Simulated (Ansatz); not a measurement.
This script drives the Ansatz DFT code, driven from Python.

`shear_i.py`
```python
'''Sliding a block of I over its periodic image.'''

import ansatz as az
import numpy as np

VECTORS = np.array([
    [-2.089375, 2.089375, 2.089375],
    [2.089375, -2.089375, 2.089375],
    [2.089375, 2.089375, -2.089375],
])
SITES = [
    ('I', (0.0, 0.0, 0.0)),
]


def build(cell):
    crystal = az.Crystal(lattice=az.Lattice.of(cell))
    for symbol, position in SITES:
        crystal = crystal.atom(symbol, position)
    return crystal


def main() -> None:
    block = build(VECTORS).supercell(1, 1, 2).resolved()
    cell0 = np.array(block.lattice.vectors)
    xyz = np.array([site.position for site in block.sites]) @ cell0
    normal = np.cross(cell0[0], cell0[1])
    area = np.linalg.norm(normal)
    normal *= np.sign(normal @ cell0[2]) / area
    # the atoms stay where they are; only the third vector changes
    energies = []
    for amount in [0, 0.125, 0.25, 0.375, 0.5]:
        cell = cell0.copy()
        cell[2] += amount * cell0[1]
        moved = az.Crystal(lattice=az.Lattice.of(cell))
        for site, fraction in zip(block.sites, xyz @ np.linalg.inv(cell)):
            moved = moved.atom(site.symbol, fraction)
        setup = moved.calculation()
        setup = setup.functional('pbesol', dispersion='d3bj').pseudopotentials('paw')
        setup = setup.occupations('gaussian', width=0.1)
        setup = setup.kpoints(6, 6, 6)
        energies.append(setup.run(threads=1).report['free_energy_ev'])
        print(f'shift {amount:5.3f} of the vector: {(energies[-1] - energies[0]) / area * 16.02177:8.4f} J/m^2')


if __name__ == '__main__':
    main()
```

It is started by `python shear_i.py`. How long does it take on 1 thread of Arm Neoverse V2, on a shared host, and how much memory does it need?

It took about 26 s, with a peak of 0.46 GiB, for 5 runs of the engine.

```console
$ python shear_i.py
DeckWarning: basis.ecutwfc = 420 eV, auto-derived from the records' recommended cutoffs: set by I (normal level)
shift 0.000 of the vector:   0.0000 J/m^2
shift 0.125 of the vector:  -0.0201 J/m^2
shift 0.250 of the vector:  -0.0313 J/m^2
shift 0.375 of the vector:  -0.0267 J/m^2
shift 0.500 of the vector:  -0.0306 J/m^2
```
(Warnings from the package without file and line.)

Reading the output:
- Dispersion corrections can be off by several per cent in the lattices of metals, and by several GPa in the pressure at a fixed cell.
- This isn't the structure that I takes at ambient conditions.
- The atoms are held rigidly, so these energies lie above those of relaxed faces or faults.

(Lines on the test bed's own set-up are left out of the output.)
